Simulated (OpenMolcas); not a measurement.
# Ru²⁺ among point charges: CASSCF and CASPT2 levels and susceptibility

Aim: the splitting of the states of Ru²⁺ in the field of 4 point charges, its lowest levels with spin-orbit coupling and its magnetic susceptibility.

Method: state-averaged CASSCF and CASPT2, spin-orbit coupling by RASSI with atomic mean-field integrals. Code: OpenMolcas 26.06.

**1. The system**

* Species: Ru²⁺ (ruthenium, Z = 44, 42 electrons)
* Basis: ANO-RCC-VDZP [6s5p3d1f], 43 functions
* Scalar Hamiltonian: DKH2, point nucleus
* Inactive shells: 1s 2s 2p 3s 3p 3d 4s 4p
* Active space: 6 electrons in 5 orbitals (4d)
* Some configurations of this space: 4d6
* Orbitals: optimised for each spin and parity, averaged over all roots

The outer shells:

4d6
```
4d [↑↓][↑ ][↑ ][↑ ][↑ ]
```

The ion sits among 4 point charges of -1.6 e arranged as a tetrahedron (Td), 1.89 Å from the ion.

Each step is its own input file, run in one work folder so that later steps find the files of earlier ones. Labels, J, g values, rates, χT and fits are worked out afterwards by a script from the matrices that RASSI stores.

**2. GATEWAY and SEWARD: basis and integrals**

a.inp reads:

```
&GATEWAY
Coord
1

Ru 0.0 0.0 0.0
Basis=ANO-RCC-VDZP
Group=NoSym
NoMove
AngMom=0.0 0.0 0.0
AMFI
XField
4 Angstrom 0
1.091192 1.091192 1.091192 -1.600000
1.091192 -1.091192 -1.091192 -1.600000
-1.091192 1.091192 -1.091192 -1.600000
-1.091192 -1.091192 1.091192 -1.600000
&SEWARD
```

Run with:

```sh
$ OMP_NUM_THREADS=1 MOLCAS_MEM=1689 MOLCAS_PROJECT=a pymolcas a.inp > a.log
```

**3. CASSCF: quintets, 5 roots**

a.inp reads:

```
&RASSCF
FileOrb=start.orb
Symmetry=1
Spin=5
nActEl=6 0 0
Inactive=18
Ras2=5
CIRoot=5 5 1
SDav=5
CIMx=300
Iter=120 100
PrWF=0.3
OrbListing=Nothing
MaxOrb=0
>>> COPY $Project.JobIph JOB001
```

start.orb holds the contracted functions of the basis, ordered by shell, or the orbitals of the step before.

**4. Reference wave functions, triplets, 45 roots**

a.inp reads:

```
&RASSCF
FileOrb=start.orb
Symmetry=1
Spin=3
nActEl=6 0 0
Inactive=18
Ras2=5
CIRoot=45 45 1
SDav=45
CIMx=300
Iter=120 100
PrWF=0.3
OrbListing=Nothing
MaxOrb=0
>>> COPY $Project.JobIph JOB002
```

**5. Reference wave functions, singlets, 50 roots**

a.inp reads:

```
&RASSCF
FileOrb=start.orb
Symmetry=1
Spin=1
nActEl=6 0 0
Inactive=18
Ras2=5
CIRoot=50 50 1
SDav=50
CIMx=300
Iter=120 100
PrWF=0.3
OrbListing=Nothing
MaxOrb=0
>>> COPY $Project.JobIph JOB003
```

**6. RASSI: spin-orbit coupling between the states**

a.inp reads:

```
&RASSI
NrOfJobIphs=3 5 45 50
1 2 3 4 5
1 2 3 4 5 6 7 8 9 10 11 12 13 14 15 16 17 18 19 20 21 22 23 24 25 26 27
28 29 30 31 32 33 34 35 36 37 38 39 40 41 42 43 44 45
1 2 3 4 5 6 7 8 9 10 11 12 13 14 15 16 17 18 19 20 21 22 23 24 25 26 27
28 29 30 31 32 33 34 35 36 37 38 39 40 41 42 43 44 45 46 47 48 49 50
IphNames
JOB001
JOB002
JOB003
EJob
SpinOrbit
DIPRint=1.0
SOCoupling=1000.0
Subsets=2
Property=9
'ANGMOM' 1 'ANGMOM' 2 'ANGMOM' 3 'MLTPL  1' 1 'MLTPL  1' 2 'MLTPL  1' 3
'AMFI' 1 'AMFI' 2 'AMFI' 3
SOProperty=3
'ANGMOM' 1 'ANGMOM' 2 'ANGMOM' 3
```

**7. CASPT2: IPEA 0.25, imaginary shift 0.1 (closed shells correlated: 4s 4p)**

a.inp reads:

```
>>> COPY JOB001 $Project.JobIph
&CASPT2
Multistate=5 1 2 3 4 5
NoMult
Frozen=14
IPEA=0.25
Imaginary=0.1
MaxIter=60
WThr=0.0 0.3 0.05
PrWF=0.5
NoMix
>>> COPY JOB002 $Project.JobIph
&CASPT2
Multistate=45 1 2 3 4 5 6 7 8 9 10 11 12 13 14 15 16 17 18 19 20 21 22
23 24 25 26 27 28 29 30 31 32 33 34 35 36 37 38 39 40 41 42 43 44 45
NoMult
Frozen=14
IPEA=0.25
Imaginary=0.1
MaxIter=60
WThr=0.0 0.3 0.05
PrWF=0.5
NoMix
>>> COPY JOB003 $Project.JobIph
&CASPT2
Multistate=50 1 2 3 4 5 6 7 8 9 10 11 12 13 14 15 16 17 18 19 20 21 22
23 24 25 26 27 28 29 30 31 32 33 34 35 36 37 38 39 40 41 42 43 44 45 46
47 48 49 50
NoMult
Frozen=14
IPEA=0.25
Imaginary=0.1
MaxIter=60
WThr=0.0 0.3 0.05
PrWF=0.5
NoMix
```

(Steps that only read results are left out.)

What does the calculation give? Wanted: spin-free ground state; first state of the same spin within the active space; lowest level; next level.

As calculated:

```
                                            quantity                                                                        value
                                              method  SS-CASPT2, IPEA 0.25, imaginary shift 0.1 (closed shells correlated: 4s 4p)
                              spin-free ground state                                               5E, 2-fold in its orbital part
first state of the same spin within the active space                                                             5T2 at 3080 cm⁻¹
                                        lowest level                                                                    1-fold A1
                                          next level                                                                    85.5 cm⁻¹
                                         χT at 300 K                                                               4.14 cm³ K/mol
                           effective moment at 300 K                                                                      5.76 μB
```

Cost by method:

```csv
method,time of its own steps,time with the reference
A. CASSCF,23 s,23 s
"B. SS-CASPT2, IPEA 0.25, imaginary shift 0.1, +4s 4p",8.6 s,31 s
```

Times are of one thread on a shared host.

The spin-free ground state (5E) comes to 100 % from free-ion D terms and keeps the highest spin of the shell. χT at 300 K is 4.14, against 3.01 cm³ K/mol for the spin alone, so orbital moment adds to it. An active space of the d shell alone favours high spin; real ions in strong fields can be low spin. A ligand-field fit to the states below 45000 cm-1 gives 10Dq = -3150 cm-1, B = 629 cm-1 and C = 3055 cm-1 (C/B = 4.85), with a deviation of 458 cm-1. CASPT2 does not keep the components of a term degenerate, and the means are used. An orbital doublet at a regular site is open to a Jahn-Teller distortion, which this geometry leaves out. The field of point charges can differ much from that of real complexes. Point charges carry no covalency, so the field is a model and not that of real ligands.
